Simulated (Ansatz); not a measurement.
**CAlF2NO: basis-set convergence**

One table from this session's results is given with a row withheld; the runs are named, their logs left out.

Method: one geometry, several basis sets; program: Ansatz 0.2.0, Gaussian basis.

Plan: PBE0-D4/def2-SVP; ωB97M-V/def2-SVP; PBE0-D4/def2-QZVPP; ωB97M-V/def2-QZVPP; CCSD(T)/cc-pV(D+d)Z; CCSD(T)/cc-pV(T+d)Z; CCSD(T)/cc-pV(Q+d)Z; the functionals' def2-TZVPP values are taken from earlier runs.

**Structure used throughout**

All runs share one geometry, relaxed beforehand with PBE0-D4 in a triple-zeta def2 set.

SMILES `O=C=[N][Al]([F])[F]`, 6 atoms, charge 0, spin multiplicity 1.

Atoms are counted from 1 here; the program's logs count them from 0.

Bond lengths: O1–C2 1.162 Å, C2–N3 1.196 Å, N3–Al4 1.738 Å, Al4–F5 1.631 Å, Al4–F6 1.631 Å. Angles: O1–C2–N3 180.0°, C2–N3–Al4 179.4°, N3–Al4–F5 120.5°, N3–Al4–F6 120.5°, F5–Al4–F6 119.0°.

Set-up of the first run:

Input file in.yaml:

```yaml
crystal:
  periodic: [false, false, false]
  atoms:
    - {symbol: O, position_ang: [1.725573, -2.114914, 1.036952]}
    - {symbol: C, position_ang: [1.041885, -1.274924, 0.616367]}
    - {symbol: N, position_ang: [0.338238, -0.410173, 0.182501]}
    - {symbol: Al, position_ang: [-0.693680, 0.846495, -0.432172]}
    - {symbol: F, position_ang: [-1.193163, 0.821691, -1.984361]}
    - {symbol: F, position_ang: [-1.176753, 2.067826, 0.534514]}
basis:
  gaussian: {orbitals: def2-SVP}
hamiltonian: {xc: pbe0, dispersion: d4}
output: {orbitals: {seedname: orbitals}}
```

On the command line:

```console
> ansatz run in.yaml --threads 2 --pin off --events-out ev --progress --plain --max-ram 32768MiB --backend cpu
```

Steps of the session up to this table: PBE0-D4 in def2-SVP; ωB97M-V in def2-SVP; PBE0-D4 in def2-QZVPP; ωB97M-V in def2-QZVPP.

One of the session's tables, all rows but one given; the rest of the session is left out.

```
functional       basis  HOMO (eV)
   PBE0-D4    def2-SVP          ?
   PBE0-D4  def2-TZVPP      -9.29
   PBE0-D4  def2-QZVPP      -9.32
   ωB97M-V    def2-SVP     -11.37
   ωB97M-V  def2-TZVPP     -11.55
   ωB97M-V  def2-QZVPP     -11.58
```

**Question.** Estimate the row for PBE0-D4, def2-SVP.

**Answer.** HOMO (eV): -9.16. In the column «HOMO (eV)» it is the highest.
